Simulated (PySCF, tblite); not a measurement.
# C8H16P+: geometry, infrared bands and NMR shifts

What infrared bands and NMR shifts should C8H16P+ (`C=C[P@@H+](/C=C\C)C(C)C`) show?

The runs use tblite 0.8.0 and PySCF 2.14.0, with density-fitted response routines of our own; the level of theory stands in each step. All values are computed, except where a source is named. Atoms count from 0, in the outputs and in this text.

**1. The starting structure**

25 atoms, charge 1, multiplicity 1; geometry from: force field or distance geometry start.

Bonds of the start (Å): C0–C1 1.33, C1–P2 1.75, P2–C3 1.73, C3–C4 1.34, C4–C5 1.50, P2–C6 1.82, C6–C7 1.52, C6–C8 1.53, C0–H9 1.08, C0–H10 1.08, C1–H11 1.10, P2–H12 1.40, C3–H13 1.09, C4–H14 1.08, C5–H15 1.10, C5–H16 1.09, C5–H17 1.10, C6–H18 1.11, C7–H19 1.09, C7–H20 1.09, C7–H21 1.10, C8–H22 1.09, C8–H23 1.10, C8–H24 1.10.

**2. Optimising the geometry with GFN2-xTB**

What the job is given:

```
{"job": {"kind": "relax", "xc": "GFN2-xTB", "basis": "xTB"}, "charge": 1, "multiplicity": 1}
C      0.853000     2.700700    -0.369100
C      0.399000     1.750200     0.447100
P      0.035400     0.127600    -0.092000
C      1.051700    -0.837000     0.918500
C      2.288200    -1.260700     0.618800
C      3.020400    -0.958600    -0.655500
C     -1.663400    -0.174300     0.494200
C     -2.662300     0.768800    -0.161100
C     -2.080200    -1.627500     0.244300
H      0.983400     2.510200    -1.422200
H      1.071900     3.695200     0.001000
H      0.278200     1.984600     1.511200
H      0.244300    -0.054400    -1.465800
H      0.669900    -1.143700     1.896200
H      2.826700    -1.856900     1.337800
H      3.967100    -0.455400    -0.406800
H      2.465400    -0.309800    -1.330000
H      3.253100    -1.895200    -1.179000
H     -1.685600     0.006600     1.585500
H     -2.427300     1.809600     0.068200
H     -2.649000     0.658200    -1.250100
H     -3.688200     0.569200     0.184800
H     -1.412600    -2.313000     0.773300
H     -2.046200    -1.866500    -0.826100
H     -3.103500    -1.803900     0.600000
```

On the command line:

```sh
$ OMP_NUM_THREADS=1 python probes_run.py task.json out
```

One launch serves the whole session: the jobs run in the order shown.

**Question.** This job is followed by: GFN2-xTB harmonic vibrations, gas phase; GIAO PBE0/pcSseg-1 NMR shielding, non-relativistic, gas phase. What will the session give for the following? strongest single infrared mode (GFN2-xTB); zero-point energy (GFN2-xTB); ¹³C shifts against TMS (PBE0/pcSseg-1); ¹H shifts against TMS (PBE0/pcSseg-1, means over atoms taken as alike); ³¹P shifts against H3PO4 (PBE0/pcSseg-1).

As calculated:

| quantity | value |
| --- | --- |
| strongest single infrared mode (GFN2-xTB) | 807 cm⁻¹, 91 km/mol |
| zero-point energy (GFN2-xTB) | 133.5 kcal/mol |
| ¹³C shifts against TMS (PBE0/pcSseg-1) | 178.1, 156.4, 124.7, 106.9, 29.5, 25.2, 19.0, 18.5 ppm |
| ¹H shifts against TMS (PBE0/pcSseg-1, means over atoms taken as alike) | 7.99, 7.38, 7.01, 6.24, 5.69, 5.67, 2.57, 2.42, 1.61, 1.56 ppm |
| ³¹P shifts against H3PO4 (PBE0/pcSseg-1) | -2.1 ppm |

**Reading.** Relaxing lowered the energy by 0.324 eV in 133 steps; the close pair that moved most is P2–C3, from 1.728 to 1.788 Å. All 69 modes are real, so the xTB geometry is a minimum. The strongest single mode, at 807 cm⁻¹, moves mainly H12 and P2. GFN2-xTB is a fitted tight-binding method: band positions and strengths are rough. Its intensities can rank the bands wrongly. At PBE0/pcSseg-1: Shielding is most anisotropic at C4 (span 289 ppm, paramagnetic term -247 ppm).
